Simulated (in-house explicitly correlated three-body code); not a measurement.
# Two electrons around a charge of +14 under Yukawa screening of 2.8 per bohr: exact states

Aim: the lowest states of two electrons around a charge of +14 under Yukawa screening of 2.8 per bohr to near-exact accuracy, with their sizes and correlation.

Program: in-house explicitly correlated three-body code version 1. Level of theory: two electrons, non-relativistic, variational in exponentially correlated functions. These are calculated values, not measurements, unless marked.

**1. Starting point**

* charge of the centre: +14
* mass of the centre: infinite
* interactions: Yukawa, exp(−2.8 r)/r, between all pairs
* basis: 260 functions exp(−a r1 − b r2 − g r12) a state, exponent ranges optimised
* units: hartree and bohr; relativity and QED are left out

**2. The run**

Settings:

```ini
Z = 14.0
screening = 2.8
interaction_strength = 1.0
functions = 260
states_tried = 13
```

Command:

```console
$ python run_hyl.py task.json out
```

Before running it: what results should come out? Wanted: ground-state energy; binding of the second electron; ⟨r12⟩, ⟨cos θ12⟩; polarisability of the ground state.

**Answer**, as computed:

```
                          quantity                  value
               ground-state energy  -122.03118093 hartree
    binding of the second electron              1577.6 eV
                  ⟨r12⟩, ⟨cos θ12⟩   0.1674 bohr, -0.0091
polarisability of the ground state       3.0760e-04 bohr³
```

**Reading.** The second electron is bound by 1578 eV, and the mean cosine of -0.009 shows the electrons leaning only slightly to opposite sides. Exchange puts 2 ³S 6.69 eV under 2 ¹S.
